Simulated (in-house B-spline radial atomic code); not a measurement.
# Lu⁵⁺: excited configurations in jj coupling

How much energy does it take to promote electrons of Lu⁵⁺ to other shells? Each configuration is solved by itself and compared with the reference.

The numbers are computed with in-house B-spline radial atomic code version 1 (Dirac-Hartree-Fock, average of configuration, Fermi nucleus, basis-set limit), except any that are marked as measured or tabulated.

## (1) The atom as given

```
element       : lutetium (Z = 71)
charge        : +5
electrons     : 66
configuration : 1s2 2s2 2p6 3s2 3p6 3d10 4s2 4p6 4d10 4f-6 4f+6 5s2 5p6
Hamiltonian   : Dirac-Coulomb
nucleus       : Fermi, rms radius 5.370 fm
```

In configurations, a minus sign after the shell means j = l − 1/2 and a plus sign j = l + 1/2; the count of electrons follows.

Input settings:

```ini
Z = 71
electrons = 66.0
configuration = 1s2 2s2 2p6 3s2 3p6 3d10 4s2 4p6 4d10 4f-6 4f+6 5s2 5p6
hamiltonian = dirac
method = hf
spin_polarised = False
nucleus = fermi
rms_radius = 5.37
mass_number = 175
atomic_mass = 174.940777211
speed_of_light = 137.035999084
```

From the earlier run of the reference: total energy -14567.225267 hartree. Levels, eight at most:

```tsv
orbital	occupation	energy (eV)	<r> (bohr)
4p3/2	4	-459.65	0.5148
4d3/2	4	-304.05	0.5376
4d5/2	6	-290.35	0.5487
5s1/2	2	-138.33	1.135
5p1/2	2	-106.83	1.231
4f5/2	6	-97.823	0.6394
5p3/2	4	-97.804	1.313
4f7/2	6	-95.055	0.6498
```

## (2) Run with 1s2 2s2 2p6 3s2 3p6 3d10 4s2 4p6 4d10 4f-3 4f+8 5s2 5p6 7g+1

Input settings:

```ini
Z = 71
electrons = 66.0
configuration = 1s2 2s2 2p6 3s2 3p6 3d10 4s2 4p6 4d10 4f-3 4f+8 5s2 5p6 7g+1
hamiltonian = dirac
method = hf
spin_polarised = False
nucleus = fermi
rms_radius = 5.37
mass_number = 175
atomic_mass = 174.940777211
speed_of_light = 137.035999084
```

## (3) Configuration 1s2 2s2 2p6 3s2 3p6 3d10 4s2 4p6 4d10 4f-5 4f+6 5s2 5p6 9d-1

The settings differ from step 2 so:

```diff
@@ -2,3 +2,3 @@
 electrons = 66.0
-configuration = 1s2 2s2 2p6 3s2 3p6 3d10 4s2 4p6 4d10 4f-3 4f+8 5s2 5p6 7g+1
+configuration = 1s2 2s2 2p6 3s2 3p6 3d10 4s2 4p6 4d10 4f-5 4f+6 5s2 5p6 9d-1
 hamiltonian = dirac
```

## (4) Configuration 1s2 2s2 2p6 3s2 3p6 3d10 4s2 4p6 4d10 4f-4 4f+8 5s2 5p-2 5p+3 6f-1

The settings differ from step 3 so:

```diff
@@ -2,3 +2,3 @@
 electrons = 66.0
-configuration = 1s2 2s2 2p6 3s2 3p6 3d10 4s2 4p6 4d10 4f-5 4f+6 5s2 5p6 9d-1
+configuration = 1s2 2s2 2p6 3s2 3p6 3d10 4s2 4p6 4d10 4f-4 4f+8 5s2 5p-2 5p+3 6f-1
 hamiltonian = dirac
```

## (5) Run with 1s2 2s2 2p6 3s2 3p6 3d10 4s2 4p6 4d-3 4d+6 4f-4 4f+8 5s2 5p6 9f-1

Input settings:

```ini
Z = 71
electrons = 66.0
configuration = 1s2 2s2 2p6 3s2 3p6 3d10 4s2 4p6 4d-3 4d+6 4f-4 4f+8 5s2 5p6 9f-1
hamiltonian = dirac
method = hf
spin_polarised = False
nucleus = fermi
rms_radius = 5.37
mass_number = 175
atomic_mass = 174.940777211
speed_of_light = 137.035999084
```

## (6) Configuration 1s2 2s2 2p6 3s2 3p6 3d10 4s2 4p6 4d10 4f-4 4f+7 5s2 5p6 9g-1

Input settings:

```ini
Z = 71
electrons = 66.0
configuration = 1s2 2s2 2p6 3s2 3p6 3d10 4s2 4p6 4d10 4f-4 4f+7 5s2 5p6 9g-1
hamiltonian = dirac
method = hf
spin_polarised = False
nucleus = fermi
rms_radius = 5.37
mass_number = 175
atomic_mass = 174.940777211
speed_of_light = 137.035999084
```

## (7) Run with 1s2 2s2 2p6 3s2 3p6 3d10 4s2 4p6 4d-4 4d+5 4f-5 4f+7 5s2 5p6 5d-1

The settings differ from step 6 so:

```diff
@@ -2,3 +2,3 @@
 electrons = 66.0
-configuration = 1s2 2s2 2p6 3s2 3p6 3d10 4s2 4p6 4d10 4f-4 4f+7 5s2 5p6 9g-1
+configuration = 1s2 2s2 2p6 3s2 3p6 3d10 4s2 4p6 4d-4 4d+5 4f-5 4f+7 5s2 5p6 5d-1
 hamiltonian = dirac
```

How far above the reference does each configuration lie (order and size, in eV)?

The runs gave:

| net move | configuration | energy above the reference (eV) | with Breit, QED, recoil (eV) | largest <r> (bohr) |
| --- | --- | --- | --- | --- |
| 2×4f5/2, 5p3/2 → 2×4f7/2, 6f5/2 | 1s2 2s2 2p6 3s2 3p6 3d10 4s2 4p6 4d10 4f-4 4f+8 5s2 5p-2 5p+3 6f-1 | 80.593 | 80.379 | 5.23 |
| 4f5/2 → 9d3/2 | 1s2 2s2 2p6 3s2 3p6 3d10 4s2 4p6 4d10 4f-5 4f+6 5s2 5p6 9d-1 | 81.669 | 81.805 | 11.9 |
| 3×4f5/2 → 2×4f7/2, 7g9/2 | 1s2 2s2 2p6 3s2 3p6 3d10 4s2 4p6 4d10 4f-3 4f+8 5s2 5p6 7g+1 | 83.396 | 83.416 | 10.5 |
| 2×4f5/2 → 4f7/2, 9g7/2 | 1s2 2s2 2p6 3s2 3p6 3d10 4s2 4p6 4d10 4f-4 4f+7 5s2 5p6 9g-1 | 87.014 | 87.083 | 18.4 |
| 4d5/2, 4f5/2 → 4f7/2, 5d3/2 | 1s2 2s2 2p6 3s2 3p6 3d10 4s2 4p6 4d-4 4d+5 4f-5 4f+7 5s2 5p6 5d-1 | 223.76 | 223.58 | 1.62 |
| 4d3/2, 2×4f5/2 → 2×4f7/2, 9f5/2 | 1s2 2s2 2p6 3s2 3p6 3d10 4s2 4p6 4d-3 4d+6 4f-4 4f+8 5s2 5p6 9f-1 | 287.11 | 286.69 | 14.9 |

What this shows: The lowest of them is 2×4f5/2, 5p3/2 → 2×4f7/2, 6f5/2 at 80.593 eV and the highest 4d3/2, 2×4f5/2 → 2×4f7/2, 9f5/2 at 287.11 eV. 2 of them lie more than 2 % above the ionisation threshold that Koopmans' theorem gives (95.055 eV), where such states can decay by emitting an electron. Two partly filled shells share a symmetry and can mix in the average, which may lower the energy, for: 2×4f5/2, 5p3/2 → 2×4f7/2, 6f5/2; 4d3/2, 2×4f5/2 → 2×4f7/2, 9f5/2. These are averages over configurations, without correlation, not spectroscopic levels.
